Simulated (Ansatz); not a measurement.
Crystal: Zr2Zn2N3.

```xyz
7
Lattice="3.2204 0.0000 0.0000 -1.6102 2.7890 0.0000 0.0000 0.0000 10.2786" Properties=species:S:1:pos:R:3 pbc="T T T"
Zr    0.0000    1.8593    1.3876
Zr    1.6102    0.9297    8.8909
Zn    1.6102    0.9297    6.0867
Zn    0.0000    1.8593    4.1919
N     0.0000    0.0000    0.0000
N     1.6102    0.9297    2.5883
N     0.0000    1.8593    7.6903
```

The cell comes from a database or a generator and needn't be the stable form of this composition.

Base run:

* Program: Ansatz 0.2.0
* Functional: PBE
* Potentials or basis: Ansatz PAW
* Cutoff: 420 eV
* Density cutoff: 1680 eV
* k mesh: 10 × 10 × 3
* Occupations: gaussian, width 0.1 eV
* Spin: no spin polarisation

Its results: band gap on the k mesh none (metal or under the smearing width); pressure -2.5 GPa; largest force 0.199 eV/Å.

Task: The run is repeated on the same cell with these changes: functional from PBE to r2SCAN; cutoff from 420 eV to 500 eV; density cutoff from 1680 eV to 2000 eV; dispersion from none to D3(BJ). What comes out?

Result: Band gap on the k mesh none (metal or under the smearing width); pressure -7.1 GPa; largest force 0.314 eV/Å.

Several settings changed at once, so the effect can't be laid on one alone.

Caveats: pairwise dispersion overbinds metals, which lowers pressure and volume (some runs); the PAW data sets come from PBE, with cores solved anew for the run's functional, which leaves a small shift of forces and pressure (some runs).

Not every run made on this cell is shown here.
